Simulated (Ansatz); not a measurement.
**Cu: a strain scan**

The task, for Cu: strain the cell along the Voigt pattern (0, 0, 1, 0, 0, 0).

This is Cu in the hcp structure; at room conditions it is fcc.

Program: Ansatz 0.2.0. Level of theory: DFT PBEsol, scalar-relativistic, plane waves, PAW. These are calculated values, not measurements.

## 1. Starting point

The structure is hexagonal, space group P6_3/mmc (No. 194). The conventional cell has a = 2.534 Å, b = 2.534 Å, c = 4.113 Å, α = 90.00°, β = 90.00°, γ = 120.00°. Cu (site symmetry -6m2) has 12 Cu at 2.52 to 2.53 Å in its first shell of neighbours.

As a file:

```
CELL_PARAMETERS angstrom
2.53410 0.00000 0.00000
-1.26705 2.19459 0.00000
0.00000 0.00000 4.11257
ATOMIC_POSITIONS crystal
Cu 0.33333 0.66667 0.25000
Cu 0.66667 0.33333 0.75000
```

It goes back to an entry of the Materials Project, which need not be the stable form.

No relaxation comes first: the listed cell is the starting point.

## 2. Zero of energy

The reference gives a free energy of -13177.5302 eV, pressure -1.59 GPa, largest force 0.000 eV/Å and gap on the mesh none (metal). It was computed beforehand with the settings of the runs below.

## 3. Setting up a strain scan

The cell is strained by ε times the Voigt pattern (0, 0, 1, 0, 0, 0) (xx, yy, zz, yz, xz, xy; engineering shear), with fractional coordinates fixed (clamped ions). The stress on the pattern is the sum of the stress components weighted by it, tension positive.

## 4. ε = -0.0200

The input, input.yaml:

```yaml
crystal:
  lattice:
    - [2.5340966698, 0.0, 0.0]
    - [-1.2670483349, 2.1945920917, 0.0]
    - [0.0, 0.0, 4.03031958]
  atoms:
    - { symbol: Cu, position: [0.3333333333, 0.6666666667, 0.25] }
    - { symbol: Cu, position: [0.6666666667, 0.3333333333, 0.75] }
basis:
  ecutwfc: 420
kpoints:
  mp_grid: { grid: [24, 24, 12] }
hamiltonian:
  xc: pbesol
scf:
  occupations: { method: gaussian, width: 0.15 }
output:
  forces: true
  stress: true
  eigenvalues: true
  write_density: true
  write_potential: true
  elf: true
  volumetric_format: npy
```

Launch:

```bash
$ ansatz run input.yaml --threads 1 --pin off --max-ram 2560MiB --backend cpu --events-out ev --progress --plain --runs-dir out
```

## 5. ε = 0.0150

Edit input.yaml of step 4 so:

```diff
@@ -4,3 +4,3 @@
     - [-1.2670483349, 2.1945920917, 0.0]
-    - [0.0, 0.0, 4.03031958]
+    - [0.0, 0.0, 4.174259565]
   atoms:
@@ -20,5 +20 @@
   eigenvalues: true
-  write_density: true
-  write_potential: true
-  elf: true
-  volumetric_format: npy
```

## 6. At ε = -0.0100

Edit input.yaml of step 5 so:

```diff
@@ -4,3 +4,3 @@
     - [-1.2670483349, 2.1945920917, 0.0]
-    - [0.0, 0.0, 4.174259565]
+    - [0.0, 0.0, 4.07144529]
   atoms:
```

## 7. At ε = 0.0050

Edit input.yaml of step 6 so:

```diff
@@ -4,3 +4,3 @@
     - [-1.2670483349, 2.1945920917, 0.0]
-    - [0.0, 0.0, 4.07144529]
+    - [0.0, 0.0, 4.133133855]
   atoms:
```

## 8. Point ε = 0.0200

Edit input.yaml of step 7 so:

```diff
@@ -4,3 +4,3 @@
     - [-1.2670483349, 2.1945920917, 0.0]
-    - [0.0, 0.0, 4.133133855]
+    - [0.0, 0.0, 4.19482242]
   atoms:
```

## 9. Point ε = -0.0150

Edit input.yaml of step 8 so:

```diff
@@ -4,3 +4,3 @@
     - [-1.2670483349, 2.1945920917, 0.0]
-    - [0.0, 0.0, 4.19482242]
+    - [0.0, 0.0, 4.050882435]
   atoms:
```

## 10. At ε = 0.0100

Edit input.yaml of step 9 so:

```diff
@@ -4,3 +4,3 @@
     - [-1.2670483349, 2.1945920917, 0.0]
-    - [0.0, 0.0, 4.050882435]
+    - [0.0, 0.0, 4.15369671]
   atoms:
```

## 11. Point ε = -0.0050

Edit input.yaml of step 10 so:

```diff
@@ -4,3 +4,3 @@
     - [-1.2670483349, 2.1945920917, 0.0]
-    - [0.0, 0.0, 4.15369671]
+    - [0.0, 0.0, 4.092008145]
   atoms:
@@ -20 +20,5 @@
   eigenvalues: true
+  write_density: true
+  write_potential: true
+  elf: true
+  volumetric_format: npy
```

## 12. Point ε = 0.0175

Edit input.yaml of step 11 so:

```diff
@@ -4,3 +4,3 @@
     - [-1.2670483349, 2.1945920917, 0.0]
-    - [0.0, 0.0, 4.092008145]
+    - [0.0, 0.0, 4.1845409925]
   atoms:
@@ -20,5 +20 @@
   eigenvalues: true
-  write_density: true
-  write_potential: true
-  elf: true
-  volumetric_format: npy
```

(Steps that only read results are left out.)

**Question.** What will these runs give? Wanted: slope of the stress at ε = 0, over ±0.0050.

**Answer**, as computed:

| quantity | value |
| --- | --- |
| slope of the stress at ε = 0, over ±0.0050 | 293 GPa |

From the stress slope, C33 is about 293 GPa with the ions clamped; letting the atoms relax could not make it stiffer. The reference stands under -1.6 GPa, so this is no zero-stress constant. The undisturbed cell stays the lowest of the sampled points.
